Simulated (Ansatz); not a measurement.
**Ge6H14: a ladder of functionals and wavefunction methods**

One table from this session's results is given with a row withheld; the runs are named, their logs left out.

Computed with Ansatz 0.2.0, Gaussian basis. Level: functionals in def2-TZVPP, the program's frozen cores in correlated methods.

The runs, in order: LDA (SPW92), PBE-D4, revPBE-D4, BLYP-D4, r2SCAN-D4, B97M-V, PBE0-D4, B3LYP-D4, r2SCANh-D4, r2SCAN0-D4, HSE06-D4, BHLYP-D4, CAM-B3LYP-D4, LC-ωPBE, ωB97X-V, ωB97M-V, B2PLYP, PBE-QIDH; CCSD(T)/def2-SVP; CCSD(T)/def2-TZVPP; MP2/def2-QZVPP; extrapolation to the limit; RPA on PBE.

## Structure used throughout

All runs share one geometry, relaxed beforehand with PBE0-D4 in a triple-zeta def2 set.

SMILES `[GeH3][GeH2][GeH2][GeH2][GeH2][GeH3]`, 20 atoms, charge 0, spin multiplicity 1.

Atoms are counted from 1 here; the program's logs count them from 0.

Bond lengths: Ge1–Ge2 2.424 Å, Ge1–H7 1.538 Å, Ge1–H8 1.537 Å, Ge1–H9 1.537 Å, Ge2–Ge3 2.428 Å, Ge2–H10 1.541 Å, Ge2–H11 1.541 Å, Ge3–Ge4 2.425 Å, Ge3–H12 1.540 Å, Ge3–H13 1.541 Å, Ge4–Ge5 2.424 Å, Ge4–H14 1.541 Å, Ge4–H15 1.540 Å, Ge5–Ge6 2.423 Å, Ge5–H16 1.540 Å, Ge5–H17 1.540 Å, Ge6–H18 1.538 Å, Ge6–H19 1.537 Å and more. Angles: Ge2–Ge1–H7 110.1°, Ge2–Ge1–H8 110.9°, Ge2–Ge1–H9 110.0°, H7–Ge1–H8 108.4°, H7–Ge1–H9 108.8°, H8–Ge1–H9 108.6°, Ge1–Ge2–Ge3 112.7°, Ge1–Ge2–H10 109.4°, Ge1–Ge2–H11 108.4°, Ge3–Ge2–H10 109.1°, Ge3–Ge2–H11 109.6°, H10–Ge2–H11 107.5°, Ge2–Ge3–Ge4 110.1°, Ge2–Ge3–H12 109.2°, Ge2–Ge3–H13 109.8°, Ge4–Ge3–H12 109.6°, Ge4–Ge3–H13 110.3°, H12–Ge3–H13 107.9° and more.

The first run:

Contents of in.yaml:

```yaml
crystal:
  periodic: [false, false, false]
  atoms:
    - {symbol: Ge, position_ang: [-1.993918, 1.849327, -0.525160]}
    - {symbol: Ge, position_ang: [-2.406911, -0.537969, -0.443475]}
    - {symbol: Ge, position_ang: [-0.493923, -1.844152, -1.172498]}
    - {symbol: Ge, position_ang: [1.055091, -2.152475, 0.668074]}
    - {symbol: Ge, position_ang: [1.501623, 0.000469, 1.689356]}
    - {symbol: Ge, position_ang: [2.281048, 1.543491, -0.009075]}
    - {symbol: H, position_ang: [-3.291111, 2.621509, -0.229489]}
    - {symbol: H, position_ang: [-0.937479, 2.259422, 0.513440]}
    - {symbol: H, position_ang: [-1.488616, 2.247396, -1.921137]}
    - {symbol: H, position_ang: [-2.776704, -0.945505, 0.995875]}
    - {symbol: H, position_ang: [-3.619391, -0.852863, -1.341366]}
    - {symbol: H, position_ang: [0.214481, -1.107119, -2.324568]}
    - {symbol: H, position_ang: [-0.967466, -3.210116, -1.705815]}
    - {symbol: H, position_ang: [2.372039, -2.771284, 0.162079]}
    - {symbol: H, position_ang: [0.434518, -3.116768, 1.696540]}
    - {symbol: H, position_ang: [0.199007, 0.527893, 2.319143]}
    - {symbol: H, position_ang: [2.552648, -0.125559, 2.807955]}
    - {symbol: H, position_ang: [1.369572, 1.461899, -1.245424]}
    - {symbol: H, position_ang: [2.287745, 2.993020, 0.502502]}
    - {symbol: H, position_ang: [3.707737, 1.159385, -0.436966]}
basis:
  gaussian: {orbitals: def2-TZVPP}
hamiltonian: {xc: lda}
output: {orbitals: {seedname: orbitals}}
```

Among the steps run: LDA; PBE-D4 (GGA); revPBE-D4 (GGA); BLYP-D4 (GGA); r2SCAN-D4 (meta-GGA); B97M-V (meta-GGA); PBE0-D4 (hybrid); B3LYP-D4 (hybrid); r2SCANh-D4 (hybrid); r2SCAN0-D4 (hybrid); HSE06-D4 (hybrid); BHLYP-D4 (hybrid); CAM-B3LYP-D4 (range-separated); LC-ωPBE-D4 (range-separated; the results give it without D4); ωB97X-V (range-separated); ωB97M-V (range-separated); B2PLYP (double hybrid); PBE-QIDH (double hybrid).

One table of the session follows, with a row left open; its other results are not shown here.

It belongs to the step «Frontier levels by functional». 

| functional | HOMO (eV) | gap (eV) |
| --- | --- | --- |
| LDA (SPW92) | -6.76 | 5.39 |
| PBE-D4 | -6.63 | 5.49 |
| revPBE-D4 | -6.58 | 5.53 |
| BLYP-D4 | -6.45 | 5.38 |
| r2SCAN-D4 | -6.89 | 5.97 |
| B97M-V | -6.98 | 5.89 |
| PBE0-D4 | -7.61 | 7.25 |
| B3LYP-D4 | ? | ? |
| r2SCANh-D4 | -7.25 | 6.59 |
| r2SCAN0-D4 | -7.78 | 7.52 |
| HSE06-D4 | -7.23 | 6.51 |
| BHLYP-D4 | -8.44 | 8.94 |
| CAM-B3LYP-D4 | -8.74 | 9.35 |
| LC-ωPBE | -9.99 | 11.68 |
| ωB97X-V | -9.70 | 11.26 |
| ωB97M-V | -9.52 | 10.83 |

**Question.** Estimate the row for B3LYP-D4.

Worked estimate for «HOMO (eV)». Against the share of exact exchange, BLYP-D4 (0, -6.45), BHLYP-D4 (0.5, -8.44) give a slope of -3.98 per unit share; at 0.2 the line stands at -7.25.

**Answer.** HOMO (eV): -7.39; gap (eV): 6.81. In «HOMO (eV)» the line misses by +0.14.
